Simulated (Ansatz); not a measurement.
# H5ISi2: the cost of one run

Computed with Ansatz 0.2.0, Gaussian basis. Level: the settings change from run to run.

1 further run of the same task is left out (for a known fault of the program).

## 1. The relaxed structure

The structure was relaxed beforehand with PBE0-D4 in a triple-zeta def2 set. I takes a core potential in def2 sets; no spin-orbit term is included.

SMILES `[SiH3][SiH2]I`, 8 atoms, charge 0, spin multiplicity 1.

Atoms are counted from 1 here; the program's logs count them from 0.

Bond lengths: Si1–Si2 2.335 Å, Si1–H4 1.488 Å, Si1–H5 1.485 Å, Si1–H6 1.485 Å, Si2–I3 2.450 Å, Si2–H7 1.485 Å, Si2–H8 1.485 Å. Angles: Si2–Si1–H4 110.3°, Si2–Si1–H5 109.1°, Si2–Si1–H6 109.0°, H4–Si1–H5 109.4°, H4–Si1–H6 109.4°, H5–Si1–H6 109.7°, Si1–Si2–I3 107.7°, Si1–Si2–H7 112.4°, Si1–Si2–H8 112.4°, I3–Si2–H7 107.6°, I3–Si2–H8 107.6°, H7–Si2–H8 109.0°.

## 2. wB97M-V/def2-TZVPP

Set apart from the defaults: unrestricted orbitals, atoms shaken by 0.08 Å, finite nuclei.

in.yaml

```yaml
crystal:
  periodic: [false, false, false]
  atoms:
    - {symbol: Si, position_ang: [-0.642299, 0.886832, -0.430075]}
    - {symbol: Si, position_ang: [0.455377, -1.081427, 0.202223]}
    - {symbol: I, position_ang: [2.638505, -0.422186, 1.256324]}
    - {symbol: H, position_ang: [-2.101848, 0.481449, -0.954466]}
    - {symbol: H, position_ang: [0.123051, 1.436624, -1.453511]}
    - {symbol: H, position_ang: [-0.871946, 1.766156, 0.817562]}
    - {symbol: H, position_ang: [-0.311000, -1.732215, 1.316120]}
    - {symbol: H, position_ang: [0.637784, -1.965545, -0.816625]}
basis:
  gaussian: {orbitals: def2-TZVPP, nuclear_model: gaussian}
magnetization: {spin_polarized: true, initial_magnetization: 0}
hamiltonian: {xc: {name: wB97M-V}}
output: {forces: true}
```

On the command line:

```bash
$ ansatz run in.yaml --threads 2 --pin off --events-out ev --progress --plain --max-ram 4352MiB
```

**Question.** How long does this run take on 2 threads of Arm Neoverse V1, shared host, and how much memory does it need?

About 27 s, with a peak of 0.95 GiB.
